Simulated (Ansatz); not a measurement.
# H5InO3Se: how energies converge with the basis set

An exercise on one series of results from a longer session: the logs are not shown, and one member is left open.

The runs use Ansatz 0.2.0, Gaussian basis; one geometry, several basis sets.

Levels to be run: PBE0-D4/def2-SVP; ωB97M-V/def2-SVP; PBE0-D4/def2-QZVPP; ωB97M-V/def2-QZVPP; the functionals' def2-TZVPP values are taken from earlier runs.

### The geometry

All runs share one geometry, relaxed beforehand with PBE0-D4 in a triple-zeta def2 set. In takes the def2 core potential; no spin-orbit term is included.

SMILES `[OH][In-]([OH])([OH])[SeH2+]`, 10 atoms, charge 0, spin multiplicity 1.

Atoms are counted from 1 here; the program's logs count them from 0.

Bond lengths: O1–In2 1.995 Å, O1–H6 0.960 Å, In2–O3 2.000 Å, In2–O4 1.987 Å, In2–Se5 2.892 Å, O3–H7 0.960 Å, O4–H8 0.960 Å, Se5–H9 1.470 Å, Se5–H10 1.470 Å. Angles: In2–O1–H6 112.1°, O1–In2–O3 117.5°, O1–In2–O4 119.3°, O1–In2–Se5 93.4°, O3–In2–O4 119.8°, O3–In2–Se5 90.8°, O4–In2–Se5 103.7°, In2–O3–H7 111.7°, In2–O4–H8 111.6°, In2–Se5–H9 86.4°, In2–Se5–H10 86.0°, H9–Se5–H10 91.7°.

The first run:

Input file in.yaml:

```yaml
crystal:
  periodic: [false, false, false]
  atoms:
    - {symbol: O, position_ang: [-1.539101, 1.326165, 0.277042]}
    - {symbol: In, position_ang: [-0.543456, -0.387090, 0.046632]}
    - {symbol: O, position_ang: [0.137057, -0.822568, -1.782691]}
    - {symbol: O, position_ang: [-0.776116, -1.836714, 1.386190]}
    - {symbol: Se, position_ang: [1.998400, 0.797396, 0.753101]}
    - {symbol: H, position_ang: [-2.180974, 1.278604, 0.989335]}
    - {symbol: H, position_ang: [-0.314029, -0.312685, -2.459801]}
    - {symbol: H, position_ang: [-0.547257, -2.694997, 1.021706]}
    - {symbol: H, position_ang: [1.385564, 2.089829, 0.415543]}
    - {symbol: H, position_ang: [2.379922, 0.562060, -0.647056]}
basis:
  gaussian: {orbitals: def2-SVP}
hamiltonian: {xc: pbe0, dispersion: d4}
output: {orbitals: {seedname: orbitals}}
```

Launch:

```sh
ansatz run in.yaml --threads 4 --pin off --events-out ev --progress --plain --max-ram 11315MiB
```

Among the steps run: PBE0-D4 in def2-SVP; ωB97M-V in def2-SVP; PBE0-D4 in def2-QZVPP; ωB97M-V in def2-QZVPP.

One table of the session follows, with a row left open; its other results are not shown here.

It belongs to the step «Density functionals: the series». 

| functional | basis | HOMO (eV) |
| --- | --- | --- |
| PBE0-D4 | def2-SVP | ? |
| PBE0-D4 | def2-TZVPP | -7.93 |
| PBE0-D4 | def2-QZVPP | -7.99 |
| ωB97M-V | def2-SVP | -9.96 |
| ωB97M-V | def2-TZVPP | -10.22 |
| ωB97M-V | def2-QZVPP | -10.27 |

Q: Estimate the row for PBE0-D4, def2-SVP from the others.

The run gave: HOMO (eV): -7.65. In the column «HOMO (eV)» it is the highest.
